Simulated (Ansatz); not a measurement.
**Cl− with CH₄O: structure and interaction energy**

Aim: relax the pair, then compute its interaction energy with counterpoise at many levels, up to CCSD(T).

Computed with Ansatz 0.2.0, Gaussian basis. Level: PBE0-D4 structure, single points in def2-TZVPPD.

Levels: PBE-D4, revPBE-D4, BLYP-D4, r2SCAN-D4, B97M-V, PBE0-D4, B3LYP-D4, HSE06-D4, wB97X-V, wB97M-V, B2PLYP, Hartree-Fock, MP2, CCSD, CCSD(T). The reference is CCSD(T) extrapolated to the basis limit.

Correlated methods freeze the cores. B3LYP uses VWN-RPA correlation. B2PLYP carries no dispersion term here.

163 further runs of the same task are left out: 163 set aside as unsound or not needed.

## (1) The starting structure

The pair, from a GFN2-xTB docking trial: 7 atoms, charge -1, spin multiplicity 1.

Atoms are counted from 1 here; the program's logs count them from 0.

Bond lengths: C2–O3 1.392 Å, C2–H4 1.097 Å, C2–H5 1.096 Å, C2–H6 1.098 Å, O3–H7 0.996 Å. Angles: O3–C2–H4 107.7°, O3–C2–H5 112.0°, O3–C2–H6 112.0°, H4–C2–H5 108.7°, H4–C2–H6 108.5°, H5–C2–H6 107.7°, C2–O3–H7 106.5°.

Coordinates:

```xyz
7

Cl    0.2875   -0.1021   -2.7318
C    -0.2709   -0.0449    0.7213
O     0.9434    0.3456    0.1638
H    -0.1572   -0.0326    1.8124
H    -0.5602   -1.0550    0.4094
H    -1.0874    0.6368    0.4475
H     0.8448    0.2522   -0.8226
```

Atoms 1 to 1 are fragment A (Cl−), the rest fragment B (CH₄O).

## (2) A first relaxation in a small basis

The input, pre/in.yaml:

```yaml
crystal:
  periodic: [false, false, false]
  atoms:
    - {symbol: Cl, position_ang: [0.287500, -0.102100, -2.731800]}
    - {symbol: C, position_ang: [-0.270900, -0.044900, 0.721300]}
    - {symbol: O, position_ang: [0.943400, 0.345600, 0.163800]}
    - {symbol: H, position_ang: [-0.157200, -0.032600, 1.812400]}
    - {symbol: H, position_ang: [-0.560200, -1.055000, 0.409400]}
    - {symbol: H, position_ang: [-1.087400, 0.636800, 0.447500]}
    - {symbol: H, position_ang: [0.844800, 0.252200, -0.822600]}
basis:
  gaussian: {orbitals: def2-SVPD}
total_charge: -1
hamiltonian: {xc: pbe, dispersion: d4}
relax: {f_tol: 0.03, max_steps: 250}
```

Run with:

```sh
> ansatz run in.yaml --threads 2 --pin off --events-out ev --progress --plain --max-ram 5222MiB
```

After this run come: Relaxation at PBE0-D4; wB97X-V/def2-TZVPPD; wB97M-V/def2-TZVPPD; B2PLYP/def2-TZVPPD; B97M-V/def2-TZVPPD; CCSD(T)/def2-TZVPPD; MP2/def2-QZVPPD; Hartree-Fock/STO-3G; SPW92/def2-SVP; wB97M-V/def2-SVP; CCSD(T)/def2-SVP; Vibrations of the pair.

Q: Predict the outcome of this session. Wanted: interaction energy, CCSD(T)/CBS; of it Hartree-Fock; D4 term of PBE0-D4; shortest contact; lowest wavenumber.

The runs gave:

| quantity | value |
| --- | --- |
| interaction energy, CCSD(T)/CBS | -17.27 kcal/mol |
| of it Hartree-Fock (basis limit) | -12.89 kcal/mol |
| D4 term of PBE0-D4 | -1.02 kcal/mol |
| shortest contact | Cl1–H7 2.06 Å |
| lowest wavenumber | 40i cm⁻¹ |

**Reading.** The pair is bound by 17.27 kcal/mol at fixed fragment shapes. Hartree-Fock gives 75 % of it, so electrostatics, induction and charge transfer lead. wB97X-V is the best functional here (+0.04 kcal/mol from CCSD(T)/CBS); PBE-D4 is the worst (-1.41 kcal/mol). Mean unsigned error by rung: GGA 0.98, meta-GGA 0.60, hybrid 0.72, screened hybrid 0.96, range-separated hybrid 0.07, double hybrid 0.96 kcal/mol. PBE-D4 gives an interaction energy 1.41 kcal/mol too low, an error of 8 % of the reference. CCSD(T) moves by -0.89 kcal/mol from triple zeta to the limit; gaps between functionals far smaller than that don't rank them. An imaginary mode remains, so this is not a true minimum. A lower arrangement may exist.
